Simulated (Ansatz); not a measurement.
# LaN: a single-point run

Aim: a sound single-point run of LaN. The structure is shown as the input types it. The cell is built on a prototype (zincblende) and needn't be the phase found in nature.

Program: Ansatz 0.2.0. Level of theory: density functional or hybrid calculation with the settings of its input, plane waves (as first typed). These are calculated values, not measurements.

3 further runs of the same task are left out: 2 for a known fault of the program, 1 that didn't finish.

### Step 1. The starting structure

It takes space group F-43m (No. 216, cubic). Conventional cell: a = 5.605 Å, b = 5.605 Å, c = 5.605 Å, α = 90.00°, β = 90.00°, γ = 90.00°. Around La (site symmetry -43m) lie 4 N at 2.43 Å. N (site symmetry -43m) is surrounded by 4 La at 2.43 Å.

Structure file:

```
CELL_PARAMETERS angstrom
0.00000 2.80238 2.80238
2.80238 0.00000 2.80238
2.80238 2.80238 0.00000
ATOMIC_POSITIONS crystal
La 0.00000 0.00000 0.00000
N 0.25000 0.25000 0.25000
```

### Step 2. Running it

File input.yaml:

```yaml
crystal:
  lattice:
    - [0.0, 2.8023844601, 2.8023844601]
    - [2.8023844601, 0.0, 2.8023844601]
    - [2.8023844601, 2.8023844601, 0.0]
  atoms:
    - { symbol: La, position: [0.0, 0.0, 0.0] }
    - { symbol: "N", position: [0.25, 0.25, 0.25] }
kpoints:
  mp_grid: { grid: [6, 6, 6] }
hamiltonian:
  xc: r2scan
scf:
  occupations: { method: fixed }
  n_extra_bands: 4
  max_iter: 83
output:
  forces: true
  stress: true
  eigenvalues: true
basis:
  ecutwfc: 80
```

The run is started by

```console
> ansatz run input.yaml --threads 4 --pin off --max-ram 3686MiB --backend cpu --events-out ev --progress --plain --runs-dir out
```

**Question.** How will this run end, and is anything wrong with its input?

The run converged and reported no error, with warnings (cutoff below recommended, metallic iterate). It gives a pressure of 26 GPa, which is large; a structure far from rest gives such values too, whatever the setting.

The suspect setting: basis.ecutwfc is 80. The basis cutoff is far too low: the plane waves can't represent the orbitals near the cores. The potentials' recommended cutoff is 500 eV.

To check: delete basis.ecutwfc (the default then holds).
